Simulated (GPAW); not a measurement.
Set up this calculation in GPAW 26.7.0, as an ASE script.

| Item | Value |
| --- | --- |
| Task | relaxation of the atoms |
| Functional | PBEsol |
| Potentials or basis | PAW data sets generated in the run's folder for this functional |
| Cutoff | 450 eV |
| Basis | pw |
| k mesh | 10 × 8 × 1 |
| Occupations | fermi-dirac, width 0.05 eV |
| Spin | no spin polarisation |
| Maxiter | 150 |
| Dipole layer | yes |
| Optimizer | BFGS |
| Fmax | 0.02 eV/Å |
| Max steps | 60 |

The structure of Ga lies in POSCAR:

```
Ga
1.0
    2.7660000000      0.0000000000      0.0000000000
    0.1174500000      3.3299300000      0.0000000000
    0.0000000000      0.0000000000     20.9431140000
Ga
4
Direct
    0.5000000000      0.2500000000      0.3581129339
    0.0000000000      0.7500000000      0.4496281690
    0.0000000000      0.2500000000      0.5503718310
    0.5000000000      0.7500000000      0.6418870661
```

The cell isn't the ideal one: the (0 1 0) slab of Ga, cut from the database cell, not relaxed.

One way to write it, as run:

run.py

```python
import numpy as np
from ase.io import read, write
from ase.optimize import BFGS
from gpaw import GPAW, PW, setup_paths

setup_paths.insert(0, '.')

atoms = read('POSCAR')
atoms.pbc = (True, True, False)

calc = GPAW(mode=PW(450),
            xc='PBEsol',
            kpts={'size': (10, 8, 1), 'gamma': True},
            occupations={'name': 'fermi-dirac', 'width': 0.05},
            nbands=16,
            convergence={'density': 1e-05, 'energy': 1e-05},
            maxiter=150,
            poissonsolver={'dipolelayer': 'xy'},
            txt='gpaw.txt')
atoms.calc = calc
opt = BFGS(atoms, trajectory='relax.traj', logfile='-')
done = opt.run(fmax=0.02, steps=60)
calc.write('gs.gpw')
write('result.traj', atoms)
print('Converged:', done)
print('Cell:', atoms.cell.cellpar().round(4))
print('Volume:', round(atoms.get_volume(), 4))
print(atoms.get_scaled_positions().round(5))

v = calc.get_electrostatic_potential().mean(axis=(0, 1))
z = np.arange(len(v)) * atoms.cell[2, 2] / len(v)
ef = calc.get_fermi_level()
np.savetxt('planar.dat', np.c_[z, v], fmt='%.4f')
below, above = np.interp([1.5, atoms.cell[2, 2] - 1.5], z, v) - ef
print(f'Work functions: bottom {below:.4f} eV, top {above:.4f} eV')
print('Dipole moment:', *calc.get_dipole_moment().round(5), 'e A')
```

Potentials or basis: PAW data sets generated in the run's folder for this functional, pw.

The run is started by

```console
$ gpaw-setup -f PBEsol Ga
$ OMP_NUM_THREADS=1 python run.py
```

It gave:

| Quantity | Value |
| --- | --- |
| Energy gained by relaxing | 2.0 meV/atom |
| Ionic steps | 5 |
| Largest force after relaxing | 0.008 eV/Å |
| Band gap on the k mesh | none (metal or under the smearing width) |
| Dipole across the slab | 0.00 e·Å |
| Work function of the upper face | 4.40 eV |
| Work function of the lower face | 4.40 eV |

Caveat: the cutoff is short for stress and forces, so pressures can be off by a GPa or more; later steps reuse the first step's grids.

Wall time 3.5 min on 1 thread of Arm Neoverse V1, on a shared host, peak memory 0.24 GiB.
